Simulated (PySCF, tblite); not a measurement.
# C4H4ClF2O radical: geometry, infrared bands and EPR parameters

Wanted: the infrared bands and EPR parameters of C4H4ClF2O radical (`FC(F)[C@@]1(Cl)[CH]OC1`), by calculation.

The runs use tblite 0.8.0 and PySCF 2.14.0, with density-fitted response routines of our own; the level of theory stands in each step. All values are computed, except where a source is named. Atoms count from 0, in the outputs and in this text.

**1. Starting geometry**

12 atoms, charge 0, multiplicity 2; geometry from: force field or distance geometry start.

Bonds of the start (Å): F0–C1 1.39, C1–F2 1.38, C1–C3 1.49, C3–Cl4 1.76, C3–C5 1.52, C5–O6 1.39, O6–C7 1.39, C7–C3 1.49, C1–H8 1.12, C5–H9 1.10, C7–H10 1.09, C7–H11 1.11.

**2. Geometry optimisation with GFN2-xTB**

What the job is given:

```
{"job": {"kind": "relax", "xc": "GFN2-xTB", "basis": "xTB"}, "charge": 0, "multiplicity": 2}
F      1.111000     0.006300     1.655100
C      1.294200    -0.398400     0.335100
F      2.357000     0.297600    -0.195300
C     -0.004400    -0.222900    -0.371600
Cl     0.063100    -0.714400    -2.057600
C     -1.152200    -0.821800     0.428100
O     -1.677800     0.452500     0.635300
C     -0.665700     1.085400    -0.080200
H      1.517000    -1.495700     0.398600
H     -1.740300    -1.489500    -0.223100
H     -0.047100     1.784700     0.476700
H     -1.053500     1.515400    -1.027200
```

Launch:

```bash
> OMP_NUM_THREADS=1 python probes_run.py task.json out
```

One launch serves the whole session: the jobs run in the order shown.

What it wrote:

```text
step      E/eV     max force
  0    -777.32084    2.013
  1    -777.49913    1.298
  2    -777.59685    0.860
  3    -777.65906    0.750
  4    -777.73821    0.592
  5    -777.77248    0.450
  6    -777.79319    0.344
  7    -777.81194    0.330
  8    -777.82875    0.346
  9    -777.84272    0.280
 10    -777.85460    0.302
 11    -777.86656    0.355
 12    -777.87874    0.310
 13    -777.88922    0.256
 14    -777.89723    0.250
 15    -777.90447    0.263
 16    -777.91194    0.269
 17    -777.91866    0.247
 18    -777.92379    0.184
 19    -777.92778    0.182
 20    -777.93171    0.280
 21    -777.93633    0.209
 22    -777.94117    0.165
 23    -777.94353    0.124
 24    -777.94557    0.114
 25    -777.94742    0.145
 26    -777.94871    0.105
 27    -777.94946    0.087
 28    -777.94987    0.047
 29    -777.95019    0.038
 30    -777.95040    0.037
 31    -777.95054    0.030
 32    -777.95063    0.028
 33    -777.95071    0.025
 34    -777.95081    0.030
 35    -777.95093    0.031
 36    -777.95108    0.042
 37    -777.95122    0.045
 38    -777.95137    0.041
 39    -777.95154    0.043
 40    -777.95176    0.044
 41    -777.95202    0.046
 42    -777.95228    0.047
 43    -777.95250    0.037
 44    -777.95267    0.035
 45    -777.95282    0.028
 46    -777.95295    0.032
 47    -777.95310    0.040
 48    -777.95329    0.047
 49    -777.95348    0.035
 50    -777.95363    0.030
 51    -777.95372    0.025
 52    -777.95379    0.024
 53    -777.95386    0.020
 54    -777.95390    0.015
 55    -777.95393    0.015
 56    -777.95396    0.015
 57    -777.95399    0.017
 58    -777.95402    0.017
 59    -777.95405    0.012
 60    -777.95406    0.012
 61    -777.95408    0.013
 62    -777.95410    0.012
 63    -777.95412    0.012
 64    -777.95414    0.007
```

Wall time 0.39 s (1 thread of Arm Neoverse V1, shared host).

Along the way: (not every step is listed)

| step | energy from step 0 (eV) | largest force (eV/Å) |
| --- | --- | --- |
| 0 | 0.0000 | 2.0127 |
| 1 | -0.1783 | 1.2983 |
| 2 | -0.2760 | 0.8604 |
| 3 | -0.3382 | 0.7498 |
| 4 | -0.4174 | 0.5923 |
| 5 | -0.4516 | 0.4497 |
| 6 | -0.4724 | 0.3440 |
| 7 | -0.4911 | 0.3302 |
| 8 | -0.5079 | 0.3465 |
| 13 | -0.5684 | 0.2563 |
| 18 | -0.6030 | 0.1841 |
| 23 | -0.6227 | 0.1236 |
| 28 | -0.6290 | 0.0471 |
| 33 | -0.6299 | 0.0255 |
| 38 | -0.6305 | 0.0412 |
| 43 | -0.6317 | 0.0372 |
| 48 | -0.6325 | 0.0468 |
| 53 | -0.6330 | 0.0197 |
| 58 | -0.6332 | 0.0169 |
| 59 | -0.6332 | 0.0117 |
| 60 | -0.6332 | 0.0124 |
| 61 | -0.6332 | 0.0127 |
| 62 | -0.6333 | 0.0121 |
| 63 | -0.6333 | 0.0124 |
| 64 | -0.6333 | 0.0073 |

Distances of close pairs at the start and the end, largest changes first:

| bond | before (Å) | after (Å) | change (Å) |
| --- | --- | --- | --- |
| C3–Cl4 | 1.757 | 1.869 | +0.112 |
| C3–C5 | 1.522 | 1.455 | -0.067 |
| O6–C7 | 1.392 | 1.436 | +0.044 |
| C3–C7 | 1.495 | 1.536 | +0.041 |
| F0–C1 | 1.393 | 1.355 | -0.038 |
| C1–C3 | 1.489 | 1.523 | +0.035 |
| C5–H9 | 1.103 | 1.068 | -0.034 |
| C1–F2 | 1.377 | 1.349 | -0.028 |

The end geometry stands in the next job.

**3. Vibrational analysis with GFN2-xTB**

What the job is given:

```
{"job": {"kind": "ir", "xc": "GFN2-xTB", "basis": "xTB"}, "charge": 0, "multiplicity": 2}
F      1.238820    -0.254204     1.670581
C      1.323087    -0.481404     0.337781
F      2.252142     0.378576    -0.126950
C     -0.026805    -0.226124    -0.320668
Cl     0.238470    -0.709597    -2.106445
C     -1.261037    -0.708858     0.279638
O     -1.878772     0.510343     0.325083
C     -0.689715     1.149983    -0.163014
H      1.685479    -1.508398     0.185789
H     -1.769839    -1.642451     0.382754
H     -0.236707     1.791586     0.593993
H     -0.873925     1.699863    -1.084569
```

What it wrote:

```text
mode    cm-1     km/mol
  1      52.4      1.75
  2     129.8      4.47
  3     161.4      0.91
  4     193.6      6.71
  5     260.0      7.98
  6     302.4     35.65
  7     332.2     20.53
  8     431.0     29.32
  9     435.6     14.04
 10     515.1     11.47
 11     612.9     19.32
 12     748.1     43.27
 13     905.8      7.61
 14     982.9      9.20
 15    1015.2     17.26
 16    1033.7    137.96
 17    1067.2     54.22
 18    1078.5     61.08
 19    1086.5     16.47
 20    1119.5     45.32
 21    1209.9      2.08
 22    1237.0     67.35
 23    1248.5      5.91
 24    1265.6     29.69
 25    1319.1     31.80
 26    1425.0     14.54
 27    2910.5     17.36
 28    2989.8      3.81
 29    3012.9      6.32
 30    3189.1      4.29
```

It took 0.36 s on 1 thread of Arm Neoverse V1, shared host.

Which atoms move in the most intense modes:

| cm⁻¹ | km/mol | atoms |
| --- | --- | --- |
| 302 | 35.6 | Cl4 52 %, H9 15 % |
| 748 | 43.3 | C1 39 %, C3 21 %, O6 11 % |
| 1034 | 138.0 | C1 62 %, F0 24 % |
| 1067 | 54.2 | H9 34 %, O6 25 %, C7 15 % |
| 1078 | 61.1 | C1 34 %, F2 17 %, H9 14 %, H8 11 % |
| 1120 | 45.3 | C3 41 %, C5 22 %, C1 12 % |
| 1237 | 67.3 | C3 31 %, H8 28 %, C5 12 % |
| 1319 | 31.8 | C5 48 %, C3 18 %, O6 17 % |

**4. g tensor and hyperfine couplings: B3LYP/pcH-1**

Settings changed since step 3:

```diff
@@ -1,2 +1,2 @@
-{"job": {"kind": "ir", "xc": "GFN2-xTB", "basis": "xTB"}, "charge": 0, "multiplicity": 2}
+{"job": {"kind": "epr", "basis": "pcH-1"}, "charge": 0, "multiplicity": 2}
 F      1.238820    -0.254204     1.670581
```

Level: UKS B3LYP, pcH-1 on C Cl F H O, non-relativistic, mean-field spin-orbit, GIAO.

What it wrote:

```text
UKS, coarse grid
  cycle   1  E = -889.72776686  |g| = 6.42e-01
  cycle   2  E = -889.44253027  |g| = 1.13e+00
  cycle   3  E = -889.86023463  |g| = 1.10e-01
  cycle   4  E = -889.86340762  |g| = 7.06e-02
  cycle   5  E = -889.86505927  |g| = 1.28e-02
  cycle   6  E = -889.86511986  |g| = 5.61e-03
  cycle   7  E = -889.86513514  |g| = 1.69e-03
  cycle   8  E = -889.86513761  |g| = 9.66e-04
UKS, final grid
  cycle   1  E = -889.86511690  |g| = 1.28e-03
  cycle   2  E = -889.86511585  |g| = 2.01e-03
  cycle   3  E = -889.86511766  |g| = 1.66e-04
  cycle   4  E = -889.86511767  |g| = 7.46e-05
  cycle   5  E = -889.86511768  |g| = 3.95e-05
  cycle   6  E = -889.86511768  |g| = 1.25e-05
E = -889.86511768 Eh   <S^2> = 0.7544 (exact 0.7500)
g shifts (ppm)      1          2          3
  rmc          -233       -233       -233
  gc             -7         38         33
  oz_so        -217        892       4218
  total        -457        697       4018
hyperfine (MHz)  atom isotope    a_iso     a_fc   dipolar eigenvalues
    0   19F      39.57      39.52    -11.23     -6.40     17.64
    1   13C      25.19      25.18     -2.77     -1.83      4.60
    2   19F       2.30       2.20     -7.83     -6.14     13.97
    3   13C      12.61      12.66     -3.49      0.52      2.98
    4  35Cl      46.50      45.87    -23.60    -22.37     45.98
    5   13C      91.54      91.45    -67.87    -67.54    135.41
    6   17O     -26.24     -26.29    -83.20     40.18     43.02
    7   13C      -1.55      -1.56     -1.58     -1.22      2.80
    8    1H       0.56       0.56     -2.27     -2.01      4.28
    9    1H     -48.34     -48.38    -31.65     -2.01     33.66
   10    1H      -6.19      -6.20     -4.19     -2.86      7.05
   11    1H      -5.39      -5.39     -3.84     -2.45      6.29
```

Wall time 82 s (1 thread of Arm Neoverse V1, shared host); peak memory 0.93 GiB.

Principal g values 2.00186, 2.00302, 2.00634; g(iso) = 2.00374, against 2.00232 for a free electron.

Hyperfine couplings, nucleus by nucleus at this fixed geometry (no averaging over rotations):

| nuclei | isotope | a(iso) (MHz) | a(iso) (G, at g = 2.0023) | largest dipolar term (MHz) |
| --- | --- | --- | --- | --- |
| C5 | 13C | 91.5 | 32.7 | 135.4 |
| H9 | 1H | -48.3 | -17.2 | 33.7 |
| Cl4 | 35Cl | 46.5 | 16.6 | 46.0 |
| F0 | 19F | 39.6 | 14.1 | 17.6 |
| O6 | 17O | -26.2 | -9.4 | -83.2 |
| C1 | 13C | 25.2 | 9.0 | 4.6 |
| C3 | 13C | 12.6 | 4.5 | -3.5 |
| H10 | 1H | -6.2 | -2.2 | 7.0 |
| H11 | 1H | -5.4 | -1.9 | 6.3 |
| F2 | 19F | 2.3 | 0.8 | 14.0 |
| C7 | 13C | -1.5 | -0.6 | 2.8 |
| H8 | 1H | 0.6 | 0.2 | 4.3 |

Mulliken spin populations:

| atom | value (e) |
| --- | --- |
| F0 | 0.00 |
| C1 | 0.01 |
| F2 | 0.00 |
| C3 | 0.00 |
| Cl4 | 0.11 |
| C5 | 0.74 |
| O6 | 0.18 |
| C7 | -0.01 |
| H8 | 0.00 |
| H9 | -0.03 |
| H10 | 0.00 |
| H11 | 0.00 |

In first order the couplings over 0.8 MHz of 1H, 35Cl, 19F give 128 distinct lines over 86.1 G.

Orbitals, density, ELF and potential are computed afterwards from the orbital file.

ELF in a plane through or near 5 of the atoms.

Ten even steps from '0' (0.00) to '9' (1.00):
```
0000000000000000000000000000
0000000000000000000000000000
0000000000000000000000000000
0000000000000000000000000000
0000000000000001000000000000
0000001222100034421000000000
0000035777410168874210000000
0000157888410158755310000000
0000034666321365125421100000
0000000341267566468776510000
0000024773277554246488730000
0000289998444686258777620000
0000299997100462724211100000
0000058984000248997300000000
0000000000000169999830000000
0000000000000169999830000000
0000000000000016785200000000
0000000000000000000000000000
0000000000000000000000000000
0000000000000000000000000000
```
The map spans 9.4 Å across and 9.6 Å up, centred on the molecule. Atoms in the plane (x, y in Å): C1 (-1.4, 0.0), C5 (0.9, -1.1), O6 (1.9, -0.2), C7 (1.0, 0.8), H9 (1.1, -2.2).

On the surface of density 0.002 e/bohr³ the electrostatic potential runs, from the 1st to the 99th percentile, from -0.87 V near O6 to 1.50 V near H9.

The spin density lies nearest to C5 53 %; O6 20 %; Cl4 11 %; H9 8 %.

**5. Results**

| quantity | value |
| --- | --- |
| strongest single infrared mode (GFN2-xTB) | 1034 cm⁻¹, 138 km/mol |
| zero-point energy (GFN2-xTB) | 46.1 kcal/mol |
| g(iso) (B3LYP) | 2.00374 |
| ⟨S²⟩ | 0.754 (exact 0.75) |
| largest a(iso) | 13C on C5, 91.5 MHz |
| surface potential, 1st and 99th percentile | -0.87 V and 1.50 V |

What this shows: Relaxing lowered the energy by 0.633 eV in 64 steps; the close pair that moved most is C3–Cl4, from 1.757 to 1.869 Å. All 30 modes are real, so the xTB geometry is a minimum. The strongest single mode, at 1034 cm⁻¹, moves mainly C1. Unscaled tight-binding wavenumbers are off by several per cent, some by more. Its intensities can rank the bands wrongly. C5 carries the largest spin population, 0.74 e. The isotropic g lies 1.4 ppt above the free-electron value.
